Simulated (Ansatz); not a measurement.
**C₃H₉BO: an energy map over angle C3–O4–C5 and change of the bonds O4–C3, O4–C5, all alike**

How does the energy of C3H9BO, SMILES CBCOC change over two coordinates at once? A grid of runs gives the map.

Method: RKS PBE-D4/def2-SVP; program: Ansatz 0.2.0.

### Step 1. Where the work starts

SMILES `CBCOC`, 14 atoms, charge 0, spin multiplicity 1.

Atoms are counted from 1 here; the program's logs count them from 0.

Bond lengths: C1–B2 1.560 Å, C1–H6 1.119 Å, C1–H7 1.109 Å, C1–H8 1.107 Å, B2–C3 1.568 Å, B2–H9 1.224 Å, C3–O4 1.411 Å, C3–H10 1.127 Å, C3–H11 1.128 Å, O4–C5 1.404 Å, C5–H12 1.108 Å, C5–H13 1.120 Å, C5–H14 1.120 Å. Angles: B2–C1–H6 105.0°, B2–C1–H7 114.0°, B2–C1–H8 113.9°, H6–C1–H7 104.9°, H6–C1–H8 107.0°, H7–C1–H8 111.2°, C1–B2–C3 123.5°, C1–B2–H9 120.8°, C3–B2–H9 115.7°, B2–C3–O4 114.4°, B2–C3–H10 108.2°, B2–C3–H11 107.1°, O4–C3–H10 111.8°, O4–C3–H11 111.8°, H10–C3–H11 102.8°, C3–O4–C5 113.4°, O4–C5–H12 108.0°, O4–C5–H13 112.3° and more.

Geometry (Å):

```mol
C3H9BO
  3D, bonds by distance, orders not assigned

 14 13  0  0  0  0  0  0  0  0999 V2000
   -1.7386    0.9644    1.0353 C   0  0
   -0.3243    1.3635    0.5128 B   0  0
    0.6521    0.3607   -0.1935 C   0  0
    0.1629   -0.9587   -0.2906 O   0  0
    1.0623   -1.8441   -0.9054 C   0  0
   -2.4495    1.3232    0.2494 H   0  0
   -2.0439    1.4957    1.9599 H   0  0
   -1.8892   -0.1281    1.1324 H   0  0
    0.0744    2.5174    0.6018 H   0  0
    0.9202    0.7828   -1.2032 H   0  0
    1.6322    0.4039    0.3633 H   0  0
    0.5907   -2.8466   -0.9330 H   0  0
    2.0290   -1.9233   -0.3463 H   0  0
    1.3084   -1.5397   -1.9543 H   0  0
  1  2  8  0
  1  6  8  0
  1  7  8  0
  1  8  8  0
  2  3  8  0
  2  9  8  0
  3  4  8  0
  3 10  8  0
  3 11  8  0
  4  5  8  0
  5 12  8  0
  5 13  8  0
  5 14  8  0
M  END
```

This geometry comes from a loose relaxation at PBE in a small basis, which is not shown.

### Step 3. Plan of the scan

First coordinate, angle C3–O4–C5: 13 values from 68.4 to 158.4 °. Second coordinate, change of the bonds O4–C3, O4–C5, all alike: 13 values from −0.155 to 0.239 Å.

Nothing else is relaxed (all other coordinates rigid). Energies count from the relaxed molecule at the same level. Points are written as (first, second).

(The set-up runs are not shown.)

### Step 4. The run at (113.4°, 0.009 Å)

input.yaml reads:

```yaml
crystal:
  periodic: [false, false, false]
  atoms:
    - { symbol: C, position_ang: [-1.72895, 0.971683, 1.041519] }
    - { symbol: B, position_ang: [-0.313907, 1.374743, 0.525283] }
    - { symbol: C, position_ang: [0.656678, 0.37217, -0.188184] }
    - { symbol: O, position_ang: [0.157594, -0.952861, -0.291829] }
    - { symbol: C, position_ang: [1.058538, -1.845148, -0.914908] }
    - { symbol: H, position_ang: [-2.421829, 1.262868, 0.21284] }
    - { symbol: H, position_ang: [-2.076239, 1.540246, 1.926985] }
    - { symbol: H, position_ang: [-1.857294, -0.118551, 1.185809] }
    - { symbol: H, position_ang: [0.087473, 2.526829, 0.617346] }
    - { symbol: H, position_ang: [0.924645, 0.797888, -1.196553] }
    - { symbol: H, position_ang: [1.638045, 0.407675, 0.366886] }
    - { symbol: H, position_ang: [0.583395, -2.845884, -0.946202] }
    - { symbol: H, position_ang: [2.02555, -1.930191, -0.357485] }
    - { symbol: H, position_ang: [1.304556, -1.537754, -1.962747] }
basis:
  gaussian: { orbitals: def2-SVP }
hamiltonian:
  xc: pbe
  dispersion: d4
output:
  forces: true
```

Run with:

```sh
$ ansatz run input.yaml --threads 1 --pin off --max-ram 2560MiB --backend cpu --events-out ev --progress --plain --runs-dir out
```

The session goes on with these runs: all other points of the grid.

What does the calculation give? Wanted: lowest point; highest computed point; largest force on an atom.

**Answer**, as computed:

```
                       quantity                                                                           value
                   lowest point                                                    (113.4°, 0.009 Å), 0.0027 eV
         highest computed point                                    (68.4°, −0.155 Å), 11.68 eV above the lowest
largest force on an atom (eV/Å)  0.3 at (113.4°, 0.009 Å) to 26.7 at (68.4°, −0.155 Å); 0.3 at the lowest point
        time for the whole task                                                 13 min on 1 thread, shared host
```

What this shows: The lowest computed point is at (113.4°, 0.009 Å), 0.0027 eV from the relaxed molecule at the same level. The grid is coarse, so the true minimum lies between grid points and may sit elsewhere than the lowest one. No other kind of well shows on this grid. The highest computed point, (68.4°, −0.155 Å), lies 11.68 eV above the lowest. Round the minimum the valley is somewhat tilted: raising angle C3–O4–C5 shifts the best value of the second coordinate downwards (coupling k₁₂/√(k₁₁k₂₂) about 0.2).
